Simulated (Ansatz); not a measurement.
# Ni: a trigonal deformation path

One table from this session's results is given with a row withheld; the runs are named, their logs left out.

Method: DFT PBEsol, scalar-relativistic, plane waves, PAW, in Ansatz 0.2.0.

### Starting point

The structure is cubic, space group Im-3m (No. 229). Conventional cell: a = 2.767 Å, b = 2.767 Å, c = 2.767 Å, α = 90.00°, β = 90.00°, γ = 90.00°. Ni (site symmetry m-3m) is surrounded by 8 Ni at 2.40 Å.

Coordinates:

```cif
data_structure
_symmetry_space_group_name_H-M 'P 1'
_symmetry_Int_Tables_number 1
_cell_length_a 2.3967
_cell_length_b 2.3967
_cell_length_c 2.3967
_cell_angle_alpha 109.471
_cell_angle_beta 109.471
_cell_angle_gamma 109.471
_cell_volume 10.60
loop_
_atom_site_label
_atom_site_type_symbol
_atom_site_fract_x
_atom_site_fract_y
_atom_site_fract_z
_atom_site_occupancy
Ni1 Ni 0.00000 0.00000 0.00000 1
```

It goes back to an entry of the Materials Project, which need not be the stable form.

The cell is taken as given, not relaxed at this level.

### Zero of energy

The reference gives a free energy of -5804.8749 eV, pressure -2.67 GPa, largest force 0.000 eV/Å and gap on the mesh none (metal). It was computed beforehand with the settings of the runs below.

The first run:

At fixed volume and fractional coordinates, lengths along (0.577, 0.577, 0.577) are scaled against those across it; ρ is that ratio over its starting value.

input.yaml reads:

```yaml
crystal:
  lattice:
    - [-2.033934289, 1.4528102064, 1.4528102064]
    - [1.4528102064, -2.033934289, 1.4528102064]
    - [1.4528102064, 1.4528102064, -2.033934289]
  atoms:
    - { symbol: Ni, position: [0.0, 0.0, 0.0], spin: 0.5 }
basis:
  ecutwfc: 420
kpoints:
  mp_grid: { grid: [26, 26, 26] }
hamiltonian:
  xc: pbesol
scf:
  occupations: { method: gaussian, width: 0.15 }
output:
  forces: true
  stress: true
  eigenvalues: true
  populations: true
  write_density: true
  write_potential: true
  elf: true
  volumetric_format: npy
magnetization:
  spin_polarized: true
```

Started as:

```console
ansatz run input.yaml --threads 1 --pin off --max-ram 2560MiB --backend cpu --events-out ev --progress --plain --runs-dir out
```

Steps of the session up to this table: Point ρ = 0.500; ρ = 2.000; At ρ = 0.710; Point ρ = 1.410; ρ = 0.600; Point ρ = 0.850; Point ρ = 1.200.

One table of the session follows, with a row left open; its other results are not shown here.

Collected from the runs (energy zero: the undisturbed cell):

```
    ρ  ΔE (meV/atom)  pressure (GPa)  moment (μB/cell)
0.500         7216.6           192.3              0.00
0.600         3195.3            99.0              0.00
0.710              ?               ?                 ?
0.850          226.5             5.4              0.50
1.000            0.0            -2.7              0.54
1.200          181.7             2.6              0.18
1.410          460.0            13.8              0.18
2.000          772.3            27.8              0.42
```

Q: Estimate the row for ρ = 0.710 from the others.

Worked estimate for «ΔE (meV/atom)». A straight line through the neighbours (0.600, 3195.3) and (0.850, 226.5) gives 3195.3 + (226.5 − 3195.3) × (0.710 − 0.600) / (0.850 − 0.600) = 1889.0; a parabola fitted to 4 rows on both sides gives 1311.2.

**Answer.** ΔE (meV/atom): 1168.8; pressure (GPa): 39.3; moment (μB/cell): 0.59. In «ΔE (meV/atom)» the line misses by +720.2 and the parabola by +142.4.

To keep in mind: Warnings in the runs' records: seeded moment not kept, minimisation memory short, look outside group.
